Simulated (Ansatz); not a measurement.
A nudged elastic band was laid between two geometries of a periodic cell of 17 atoms, Si (host Si, host structure diamond, interstitial Si).

The calculation used DFT PBE, scalar-relativistic, plane waves, PAW (Ansatz 0.2.0). Settings: PAW set soft_1, cutoff 420 eV, k mesh 2x2x2, fermi-dirac smearing 0.05 eV, no spin polarisation.

```yaml
movable_images: 5
climbing_image: yes
spring: 5.0 eV/Å²
optimiser: lbfgs
start_path: IDPP
force_threshold: 0.03 eV/Å
iteration_limit: 59
end_points: relaxed
```

First end point:

```xyz
17
Lattice="0.0000 5.4300 5.4300 5.4300 0.0000 5.4300 5.4300 5.4300 0.0000" Properties=species:S:1:pos:R:3
Si 0.005 0.035 -0.006
Si 1.365 1.354 1.359
Si 2.684 2.714 -0.005
Si 4.055 4.094 1.373
Si 2.716 0.001 2.714
Si 4.070 1.355 4.064
Si 5.432 2.716 2.745
Si 6.793 4.078 4.065
Si 0.002 2.717 2.676
Si 1.386 4.101 4.041
Si 2.719 5.430 2.702
Si 4.049 6.763 4.041
Si 2.751 2.719 5.425
Si 4.068 4.081 6.790
Si 5.430 5.398 5.426
Si 6.812 6.767 6.805
Si 5.434 8.145 5.417
```

Last end point:

```xyz
17
Lattice="0.0000 5.4300 5.4300 5.4300 0.0000 5.4300 5.4300 5.4300 0.0000" Properties=species:S:1:pos:R:3
Si 0.006 -0.003 -0.004
Si 1.325 1.359 1.357
Si 2.693 2.741 -0.023
Si 4.074 4.108 1.359
Si 2.695 -0.020 2.737
Si 4.075 1.360 4.107
Si 5.458 2.743 2.742
Si 6.792 4.078 4.073
Si 0.005 2.720 2.720
Si 1.358 4.073 4.073
Si 2.711 5.426 2.721
Si 4.073 6.789 4.040
Si 2.711 2.721 5.426
Si 4.074 4.040 6.787
Si 5.455 5.408 5.408
Si 6.823 6.790 6.790
Si 4.077 6.793 6.788
```

Question: Which bonds break or form, and what moves?

Answer: Contacts lost: Si10–Si17. Contacts made: Si5–Si17. The atom that moves furthest is Si17, by 2.36 Å.

Question: What energy profile does the band end with?

Answer: The run converged. The highest image is number 3 of 0 to 6, 0.31 eV above the ends, which have the same energy within 2 meV. By the program's own check the climbing image is of a kind that is not told: the force calls were inconclusive, a negative curvature could not be distinguished from the path's own, the only one lies far off the path, or fixed occupations may fill a level only in part (lowest curvatures found: -0.26 and 0.67 eV/Å²). Limits of this set-up: coarse k mesh.

| image | path coordinate (Å) | energy (eV) | Si10–Si17 (Å) | Si5–Si17 (Å) |
| --- | --- | --- | --- | --- |
| 0 | 0.00 | 0.00 | 2.39 | 4.69 |
| 1 | 0.54 | 0.10 | 2.45 | 4.27 |
| 2 | 1.08 | 0.27 | 2.67 | 3.78 |
| 3 | 1.63 | 0.31 | 3.18 | 3.18 |
| 4 | 2.17 | 0.27 | 3.77 | 2.68 |
| 5 | 2.70 | 0.11 | 4.26 | 2.46 |
| 6 | 3.23 | 0.00 | 4.70 | 2.39 |

Question: What is the geometry of the highest image?

Answer: 
```xyz
17
Lattice="0.0000 5.4300 5.4300 5.4300 0.0000 5.4300 5.4300 5.4300 0.0000" Properties=species:S:1:pos:R:3:forces:R:3
Si -0.056 0.020 0.057 -0.01 0.00 0.00
Si 1.342 1.419 1.296 0.00 0.00 -0.01
Si 2.614 2.802 -0.088 0.00 0.01 0.00
Si 3.989 4.179 1.441 0.00 0.00 0.00
Si 2.918 0.203 2.511 0.01 0.00 0.00
Si 4.133 1.418 4.088 0.00 0.01 0.00
Si 5.518 2.802 2.817 0.00 0.00 -0.01
Si 6.982 4.267 3.877 -0.01 -0.01 0.01
Si -0.057 2.657 2.695 -0.01 0.00 0.00
Si 1.158 3.873 4.271 0.00 0.00 0.01
Si 2.524 5.239 2.905 0.01 0.01 0.00
Si 3.989 6.704 3.966 -0.01 -0.01 0.00
Si 2.735 2.658 5.487 0.00 -0.01 0.00
Si 4.134 4.057 6.726 0.00 0.00 -0.01
Si 5.518 5.328 5.342 0.01 0.00 0.00
Si 6.894 6.704 6.871 0.00 0.00 0.00
Si 4.754 7.469 6.106 0.00 0.00 0.00
```

Run time: 15 min on 1 thread of Arm Neoverse V2, on a shared host, peak memory 0.82 GiB.
